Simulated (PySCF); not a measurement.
# C2HBrF2 (1-Bromo-2,2-Difluoroethylene): the cost of one run

Programs: PySCF 2.14.0, with routines of our own; each step states its level. All values are computed. Atoms count from 0.

## (1) The starting structure

6 atoms, charge 0, multiplicity 1; geometry from: GFN2-xTB.

## (2) Relaxing the molecule at PBE0-D3(BJ)/def2-SVP

The job: settings as JSON, then the geometry in Å.

```
{"job": {"xc": "PBE0", "basis": "def2-SVP", "d3": "d3bj", "grid": 1, "maxiter": 30, "kind": "geom"}, "charge": 0, "multiplicity": 1}
F     -0.772491     1.295386     0.867534
C     -0.622844     0.253905     0.073258
F     -1.789741    -0.105601    -0.442148
C      0.508361    -0.373415    -0.198517
Br     2.147385     0.151728     0.540679
H      0.532454    -1.220013    -0.862380
```

Run with:

```bash
$ OMP_NUM_THREADS=1 python heavy_run.py task.json out
```

One launch serves the whole session: the jobs run in the order shown.

**Question.** How long does this first job take on 1 thread of Intel Xeon 6975P-C, shared host, and how much memory does it need?

About 16 s, with a peak of 0.38 GiB.
